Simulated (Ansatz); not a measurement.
# RbZn: the cost of one run

Program: Ansatz 0.2.0. Level of theory: DFT PBE, scalar-relativistic, plane waves, PAW. These are calculated values, not measurements.

**1. Starting point**

It takes space group P4/mmm (No. 123, tetragonal). Conventional cell: a = 3.531 Å, b = 3.531 Å, c = 4.628 Å, α = 90.00°, β = 90.00°, γ = 90.00°. Rb (site symmetry 4/mmm) has 8 Zn at 3.40 Å and 4 Rb at 3.53 Å as nearest neighbours. Zn (site symmetry 4/mmm) is surrounded by 8 Rb at 3.40 Å and 4 Zn at 3.53 Å.

Coordinates:

```
CELL_PARAMETERS angstrom
3.53061 0.00000 0.00000
0.00000 3.53061 0.00000
0.00000 0.00000 4.62763
ATOMIC_POSITIONS crystal
Rb 0.50000 0.50000 0.50000
Zn 0.00000 0.00000 0.00000
```

(A quick probe on a coarse mesh, which set the mesh and smearing, is not shown.)

**3. Coarse relaxation**

input.yaml

```yaml
crystal:
  lattice:
    - [3.5306149778, 0.0, 0.0]
    - [0.0, 3.5306149778, 0.0]
    - [0.0, 0.0, 4.6276274887]
  atoms:
    - { symbol: Rb, position: [0.5, 0.5, 0.5] }
    - { symbol: Zn, position: [0.0, 0.0, 0.0] }
basis:
  ecutwfc: 420
kpoints:
  mp_grid: { grid: [6, 6, 4] }
hamiltonian:
  xc: pbe
scf:
  occupations: { method: gaussian, width: 0.1 }
  lower_state_search: "off"
output:
  forces: true
  stress: true
  eigenvalues: true
relax:
  adjacent_minimum: "off"
  f_tol: 0.04
  max_steps: 70
  cell: { stress_tol: 0.4 }
```

Started as:

```sh
$ ansatz run input.yaml --threads 1 --pin off --max-ram 2560MiB --backend cpu --events-out ev --progress --plain --runs-dir out
```

What time and memory should one allow on 1 thread of Intel Xeon Platinum 8488C (Sapphire Rapids), shared host?

About 37 s, with a peak of 0.4 GiB.
